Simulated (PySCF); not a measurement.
# C5H9NSi2: the cost of one run

Programs: PySCF 2.14.0, with density-fitted response routines of our own. Each step states its level of theory. These are calculated values for one molecule, in the gas phase or a continuum, unless marked as measured. Atoms count from 0, in the outputs and in this text.

## Step 1: The molecule as given

17 atoms, charge 0, multiplicity 1; geometry from: GFN2-xTB. The atoms were then displaced at random by about 0.01 Å, so the start is not that level's minimum.

Bonds of the start (Å): Si0–Si1 2.31, Si1–C2 1.91, C2–C3 1.36, C3–C4 1.42, C4–C5 1.40, C5–C6 1.40, C6–N7 1.32, N7–C2 1.33, Si0–H8 1.47, Si0–H9 1.49, Si0–H10 1.43, Si1–H11 1.47, Si1–H12 1.47, C3–H13 1.05, C4–H14 1.08, C5–H15 1.08, C6–H16 1.09.

## Step 2: Geometry optimisation at PBE0-D3(BJ)/def2-SVP

The job: settings as JSON, then the geometry in Å.

```
{"job": {"xc": "PBE0", "basis": "def2-SVP", "d3": "d3bj", "grid": 1, "shake": 0.01, "kind": "geom"}, "charge": 0, "multiplicity": 1}
Si     3.015620     0.804240     0.197290
Si     1.605000    -1.020540     0.312420
C     -0.208450    -0.479560     0.074150
C     -0.955850    -0.808720    -1.007980
C     -2.287280    -0.334010    -1.078790
C     -2.749250     0.479770    -0.038880
C     -1.866400     0.754530     1.007570
N     -0.623380     0.307970     1.058930
H      2.829290     1.578800    -1.042800
H      2.779510     1.784550     1.289110
H      4.398190     0.431620     0.256070
H      1.674790    -1.727490     1.602910
H      1.842880    -2.013390    -0.738920
H     -0.609210    -1.439550    -1.778850
H     -2.929510    -0.582610    -1.904340
H     -3.749410     0.886120    -0.034260
H     -2.183040     1.390110     1.836550
```

Launch:

```sh
> OMP_NUM_THREADS=1 python probes_run.py task.json out
```

The driver reads the jobs from task.json and runs them one after another.

**Question.** How long does this first job take on 1 thread of Intel Xeon Platinum 8488C, shared host, and how much memory does it need?

About 5.4 min, with a peak of 0.68 GiB.
